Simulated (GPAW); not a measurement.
Crystal: ZnRe.

```xyz
2
Lattice="2.7482 0.0000 0.0000 -1.3741 2.3800 0.0000 0.0000 0.0000 4.4941" Properties=species:S:1:pos:R:3 pbc="T T T"
Re    0.0000    1.5867    2.2470
Zn    0.0000    0.0000    0.0000
```

The cell comes from a database or a generator and needn't be the stable form of this composition.

Base run:

- Program: GPAW 26.7.0
- Functional: LDA
- Potentials or basis: the program's PAW data sets (release 1.2.1) made for this functional
- Cutoff: 600 eV
- Basis: pw
- k mesh: 11 × 11 × 6
- Occupations: gaussian, width 0.05 eV
- Spin: no spin polarisation

Its results: band gap on the k mesh none (metal or under the smearing width); pressure -15.1 GPa.

Question: The run is repeated on the same cell with these changes: functional from LDA to PBE; potentials or basis from the program's PAW data sets (release 1.2.1) made for this functional to GPAW PAW data sets (gpaw-data 1.2.1). What comes out?

Answer: Band gap on the k mesh none (metal or under the smearing width); pressure -1.8 GPa.

Caveats: so large a pressure means that the cell lies far from this level's equilibrium, or that cutoff or potentials fall short (some runs).
